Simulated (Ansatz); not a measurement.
# PBE0/def2-TZVP run of GeClF (SMILES [F][Ge][Cl])

What is the vertical ionisation energy of GeClF at PBE0/def2-TZVP? 

Program for the calculation: Ansatz 0.2.0.

33 further runs of the same task are left out: 33 set aside as unsound or not needed.

## 1. The structure to begin with

GeClF: 3 atoms, total charge 0, spin state singlet. SMILES: `[F][Ge][Cl]`. The coordinates come from a PBE0-D4/def2-TZVP relaxation.

Bond lengths: F1–Ge2 1.748 Å, Ge2–Cl3 2.180 Å. Angles: F1–Ge2–Cl3 98.3°.

## 2. The energy at PBE0/def2-TZVP

The input, run.yaml:

```yaml
crystal:
  periodic: [false, false, false]
  atoms:
    - {symbol: F, position_ang: [0.110400, 1.418700, 0.206200]}
    - {symbol: Ge, position_ang: [-0.762800, 0.035600, -0.410300]}
    - {symbol: Cl, position_ang: [0.641600, -1.519100, 0.191000]}
basis:
  gaussian:
    orbitals: def2-TZVP
hamiltonian:
  xc: {name: PBE0}
accuracy: high
output:
  orbitals: {seedname: orbitals}
```

Launch:

```
$ ansatz run run.yaml --threads 1 --pin off --max-ram 3480MiB --events-out events.jsonl --progress --plain --runs-dir runs
```

Log:

```text
Warning: RAYON_NUM_THREADS=1 ignored (pool sized by the plan → 1); use --threads N
Functional definition: PBE0
  name "PBE0"
  parameter a = 0.25
  parameter kappa = 0.804
  parameter beta = 0.06672455060314922
  exchange = (1 - a)*pbe_x(kappa = kappa, mu = beta*pi^2/3) + a*exact_x
  correlation = pbe_c(beta = beta)
1709 factors; integrals over basis functions are off by at most 4.6e-9 eV
mean field evaluation 1: about -71745.0662 eV, gradient 4.1e1 eV
mean field evaluation 2: about -71735.1095 eV, gradient 9.1e1 eV
mean field evaluation 4: about -71747.6489 eV, gradient 4.0e0 eV
mean field evaluation 8: about -71747.7435 eV, gradient 3.2e-1 eV
mean field evaluation 16: about -71747.7436 eV, gradient 3.4e-5 eV
mean field -71747.74361357 eV, -2636.6809454312 hartree, gradient 4.0e-8 eV, S^2 0.000000; 0 other end points of the search recorded, 0 dependent functions left out
reference -71747.74361520 eV, -2636.6809454913 hartree; 29, 29 occupied and 87, 87 virtual orbitals, 1709 factors
Total energy: -71747.74361520 eV, -2636.6809454913 hartree
```

Wall time 7.2 s (1 thread of Arm Neoverse V2, shared host); peak memory 0.34 GiB.

## 3. The doublet cation, same level

The input, job.yaml:

```yaml
crystal:
  periodic: [false, false, false]
  atoms:
    - {symbol: F, position_ang: [0.110400, 1.418700, 0.206200]}
    - {symbol: Ge, position_ang: [-0.762800, 0.035600, -0.410300]}
    - {symbol: Cl, position_ang: [0.641600, -1.519100, 0.191000]}
basis:
  gaussian:
    orbitals: def2-TZVP
magnetization:
  spin_polarized: true
  initial_magnetization: 1
total_charge: 1
accuracy: high
output:
  orbitals: {seedname: orbitals}
hamiltonian:
  xc: {name: PBE0}
```

Launch:

```
$ ansatz run job.yaml --threads 1 --pin off --max-ram 3480MiB --events-out events.jsonl --progress --plain --runs-dir runs
```

Log, shortened:

```text
Warning: RAYON_NUM_THREADS=1 ignored (pool sized by the plan → 1); use --threads N
[... 7 set-up lines as earlier in the session ...]
1709 factors; integrals over basis functions are off by at most 4.6e-9 eV
mean field evaluation 1: about -71725.2830 eV, gradient 5.9e1 eV
mean field evaluation 2: about -71564.0520 eV, gradient 1.8e2 eV
mean field evaluation 4: about -71734.1009 eV, gradient 2.4e1 eV
mean field evaluation 8: about -71736.8637 eV, gradient 2.5e-1 eV
mean field evaluation 16: about -71736.9336 eV, gradient 4.3e-3 eV
mean field evaluation 32: about -71736.9336 eV, gradient 3.8e-7 eV
mean field -71736.93356628 eV, -2636.2836835209 hartree, gradient 4.0e-8 eV, S^2 0.759540; 3 other end points of the search recorded, 0 dependent functions left out
reference -71736.93356807 eV, -2636.2836835866 hartree; 29, 28 occupied and 87, 88 virtual orbitals, 1709 factors
Total energy: -71736.93356807 eV, -2636.2836835866 hartree
```

Run time: 17 s. Hardware: 1 thread of Arm Neoverse V2, shared host; peak memory 0.47 GiB.

## 4. Outcome

At PBE0/def2-TZVP:

| quantity | value |
| --- | --- |
| singlet GeClF: total energy | -2636.68095 Eh |
| singlet GeClF: HOMO energy | -8.44 eV |
| singlet GeClF: LUMO energy | -2.84 eV |
| singlet GeClF: HOMO–LUMO gap | 5.59 eV |
| doublet cation: total energy | -2636.28368 Eh |
| doublet cation: HOMO energy (highest over α and β) | -16.12 eV |
| doublet cation: LUMO energy (lowest over α and β) | -13.17 eV |
| doublet cation: ⟨S²⟩ | 0.760 |
| vertical ionisation energy (to the doublet cation) | 10.810 eV |

The vertical ionisation energy comes to 10.81 eV (1043 kJ/mol). −ε(HOMO) before ionisation, 8.44 eV, is 2.37 eV below this ionisation energy.
